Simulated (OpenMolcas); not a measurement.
# Pr⁴⁺ among point charges: CASSCF levels and susceptibility

How does a field of 4 point charges split the states of Pr⁴⁺, and what χT follows?

Program: OpenMolcas 26.06. Level of theory: state-averaged CASSCF, spin-orbit coupling by RASSI with atomic mean-field integrals. These are calculated values, not measurements, unless marked.

**1. Starting point**

```
Species                           : Pr⁴⁺ (praseodymium, Z = 59, 55 electrons)
Basis                             : ANO-RCC-VDZP [7s6p4d2f1g], 68 functions
Scalar Hamiltonian                : DKH2, point nucleus
Inactive shells                   : 1s 2s 2p 3s 3p 3d 4s 4p 4d 5s 5p
Active space                      : 1 electron in 7 orbitals (4f)
Some configurations of this space : 4f
Orbitals                          : optimised for the highest spin of each parity, averaged over all roots
```

The outer shells:

4f
```
4f [↑ ][  ][  ][  ][  ][  ][  ]
```

The ion sits among 4 point charges of -2 e arranged as a tetrahedron (Td), 2.79 Å from the ion.

The work runs as a chain of OpenMolcas steps in one folder; each step below is one input file. Labels, J, g values, rates, χT and fits are worked out afterwards by a script from the matrices that RASSI stores.

**2. GATEWAY and SEWARD: basis and integrals**

Contents of a.inp:

```
&GATEWAY
Coord
1

Pr 0.0 0.0 0.0
Basis=ANO-RCC-VDZP
Group=NoSym
NoMove
AngMom=0.0 0.0 0.0
AMFI
XField
4 Angstrom 0
1.610807 1.610807 1.610807 -2.000000
1.610807 -1.610807 -1.610807 -2.000000
-1.610807 1.610807 -1.610807 -2.000000
-1.610807 -1.610807 1.610807 -2.000000
&SEWARD
```

Started as:

```sh
> OMP_NUM_THREADS=1 MOLCAS_MEM=2252 MOLCAS_PROJECT=a pymolcas a.inp > a.log
```

**3. CASSCF: doublets, 7 roots**

Contents of a.inp:

```
&RASSCF
FileOrb=start.orb
Symmetry=1
Spin=2
nActEl=1 0 0
Inactive=27
Ras2=7
CIRoot=7 7 1
SDav=7
CIMx=300
Iter=120 100
PrWF=0.3
OrbListing=Nothing
MaxOrb=0
>>> COPY $Project.JobIph JOB001
```

start.orb holds the contracted functions of the basis, ordered by shell, or the orbitals of the step before.

**4. RASSI: spin-orbit coupling between the states**

Contents of a.inp:

```
&RASSI
NrOfJobIphs=1 7
1 2 3 4 5 6 7
IphNames
JOB001
EJob
SpinOrbit
DIPRint=1.0
SOCoupling=1000.0
Subsets=2
Property=9
'ANGMOM' 1 'ANGMOM' 2 'ANGMOM' 3 'MLTPL  1' 1 'MLTPL  1' 2 'MLTPL  1' 3
'AMFI' 1 'AMFI' 2 'AMFI' 3
SOProperty=3
'ANGMOM' 1 'ANGMOM' 2 'ANGMOM' 3
```

**Question.** What will these runs give? Wanted: spin-free ground state; first state of the same spin within the active space; lowest level; next level.

**Answer**, as computed:

```
                                            quantity                            value
                                              method                           CASSCF
                              spin-free ground state  2T2, 3-fold in its orbital part
first state of the same spin within the active space                 2T1 at 70.7 cm⁻¹
                                        lowest level                        4-fold Γ8
                                          next level                       104.6 cm⁻¹
                                         χT at 300 K                   0.80 cm³ K/mol
                           effective moment at 300 K                          2.54 μB
```

**Reading.** The spin-free ground state (2T2) comes to 100 % from free-ion F terms and keeps the highest spin of the shell. Point charges carry no covalency, so the field is a model and not that of real ligands.
